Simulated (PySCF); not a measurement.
# ZrOH₂: structure of the singlet

Where does singlet ZrOH₂ go from a T-shaped (ligand arrangement 1) start, is the end point a minimum, and what are its modes, charges and moments?

Program: PySCF 2.14.0. Level of theory: PBE0, basis Zr def2-TZVP with ECP28, O def2-TZVP, H def2-TZVP, scalar-relativistic core potentials, no spin–orbit coupling, density fitting. These are calculated values, not measurements.

## Step 1: Where the work starts

4 atoms, charge 0, spin multiplicity 1.

Bond lengths: Zr1–O2 1.840 Å, Zr1–H3 1.860 Å, Zr1–H4 1.860 Å. Angles: O2–Zr1–H3 88.0°, O2–Zr1–H4 176.0°, H3–Zr1–H4 88.0°.

Coordinates in bohr (charge 0 multiplicity 1):
```
Zr    0.4823    0.0000   -0.0520
O    -2.9928    0.0000    0.0694
H     0.4823    0.0000    3.4629
H     3.9951    0.0000    0.0707
```

## Step 2: Relaxing the singlet from the T-shaped (ligand arrangement 1) start

One driver script runs all steps and calls PySCF; scf.py shows how it sets up the SCF of each step. The optimiser is the driver's own. Before each start the driver seeks the lowest SCF state from one or more starting densities and follows internal instabilities, so scf.py alone need not reach the same state.

The program finds Cs symmetry in the start, which this walk keeps.

scf.py

```python
from pyscf import gto, scf, dft
mol = gto.M(atom='''
Zr     0.255197     0.000000    -0.027492
O     -1.583703     0.000000     0.036708
H      0.255197     0.000000     1.832508
H      2.114097     0.000000     0.037408''',
    basis={'Zr': 'def2-TZVP', 'O': 'def2-TZVP', 'H': 'def2-TZVP'},
    ecp={'Zr': 'def2-TZVP'},
    charge=0, spin=0)
mf = dft.RKS(mol, xc='PBE0')
mf.grids.atom_grid = (50, 194)
aux = {'Zr': 'def2-universal-JKFIT', 'O': 'def2-universal-JKFIT', 'H': 'def2-universal-JKFIT'}
mf = mf.density_fit(auxbasis=aux)
mf.kernel()
```

Further steps of the session: Frequencies; Following the imaginary mode; Vibrations and properties at this point.

Before running it: what results should come out? Wanted: minimum; geometry; wavenumbers; dipole moment; highest occupied, lowest empty level; polar-tensor charge of Zr1; zero-point energy; atomisation energy.

As calculated:

```
                                 quantity                                                               value
                                  minimum                                                         singlet, Cs
                                 geometry  Zr–H 1.871 Å (×2), Zr–O 1.722 Å; H–Zr–H 111.7°, H–Zr–O 105.4° (×2)
                       wavenumbers (cm⁻¹)      428 (a'), 513 (a''), 595 (a'), 997 (a'), 1624 (a''), 1661 (a')
                            dipole moment                                                              5.52 D
     highest occupied, lowest empty level                                                     -7.79, -2.69 eV
               polar-tensor charge of Zr1                                                             +1.70 e
                        zero-point energy                                                         34.8 kJ/mol
                      entropy at 298.15 K                                                     263.7 J/(mol K)
atomisation energy (no zero-point energy)                                                         1315 kJ/mol
```

**Reading.** The T-shaped (ligand arrangement 1) start (Cs) ends in a minimum of Cs symmetry, after a first stop at a saddle point 24.7 kJ/mol higher, from which it was pushed off along an imaginary mode. The strongest infrared band lies at 1624 cm⁻¹ (a'', stretch). With 5.5 D the molecule is strongly polar. Only this shape and spin were tried, so other structures or states may lie lower.
